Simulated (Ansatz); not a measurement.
**CH₃GaSe: small, medium and large basis sets**

One table from this session's results is given with a row withheld; the runs are named, their logs left out.

The runs use Ansatz 0.2.0, Gaussian basis; one geometry, several basis sets.

The runs, in order: PBE0-D4/def2-SVP; ωB97M-V/def2-SVP; PBE0-D4/def2-QZVPP; ωB97M-V/def2-QZVPP; the functionals' def2-TZVPP values are taken from earlier runs.

## Structure used throughout

All runs share one geometry, relaxed beforehand with PBE0-D4 in a triple-zeta def2 set.

6 atoms, charge 0, spin multiplicity 1.

Atoms are counted from 1 here; the program's logs count them from 0.

Bond lengths: C1–Ga2 1.932 Å, C1–Se3 2.044 Å, C1–H4 1.085 Å, C1–H5 1.085 Å, Ga2–Se3 2.284 Å, Ga2–H6 1.533 Å. Angles: Ga2–C1–Se3 70.0°, Ga2–C1–H4 120.7°, Ga2–C1–H5 120.7°, Se3–C1–H4 111.7°, Se3–C1–H5 111.7°, H4–C1–H5 113.1°, C1–Ga2–Se3 57.3°, C1–Ga2–H6 158.5°, Se3–Ga2–H6 144.2°, C1–Se3–Ga2 52.7°.

Set-up of the first run:

in.yaml

```yaml
crystal:
  periodic: [false, false, false]
  atoms:
    - {symbol: C, position_ang: [-0.101649, -0.241007, -0.785148]}
    - {symbol: Ga, position_ang: [0.115590, 0.649561, 0.915910]}
    - {symbol: Se, position_ang: [0.106250, -1.624626, 0.705477]}
    - {symbol: H, position_ang: [-1.076405, -0.302177, -1.257298]}
    - {symbol: H, position_ang: [0.718143, -0.287634, -1.494081]}
    - {symbol: H, position_ang: [0.238062, 1.805883, 1.915141]}
basis:
  gaussian: {orbitals: def2-SVP}
hamiltonian: {xc: pbe0, dispersion: d4}
output: {orbitals: {seedname: orbitals}}
```

Command:

```bash
$ ansatz run in.yaml --threads 2 --pin off --events-out ev --progress --plain --max-ram 4352MiB
```

Steps of the session up to this table: PBE0-D4 in def2-SVP; ωB97M-V in def2-SVP; PBE0-D4 in def2-QZVPP; ωB97M-V in def2-QZVPP.

One of the session's tables, all rows but one given; the rest of the session is left out.

It belongs to the step «Functionals by basis». 

```
functional       basis  HOMO (eV)  LUMO (eV)
   PBE0-D4    def2-SVP      -6.49      -1.42
   PBE0-D4  def2-TZVPP      -6.57      -1.50
   PBE0-D4  def2-QZVPP      -6.58      -1.53
   ωB97M-V    def2-SVP      -8.56       0.30
   ωB97M-V  def2-TZVPP          ?          ?
   ωB97M-V  def2-QZVPP      -8.67       0.04
```

Q: Estimate the row for ωB97M-V, def2-TZVPP from the others.

**Answer.** HOMO (eV): -8.66; LUMO (eV): 0.18. In the column «HOMO (eV)» it lies between ωB97M-V, def2-QZVPP (-8.67) and ωB97M-V, def2-SVP (-8.56).
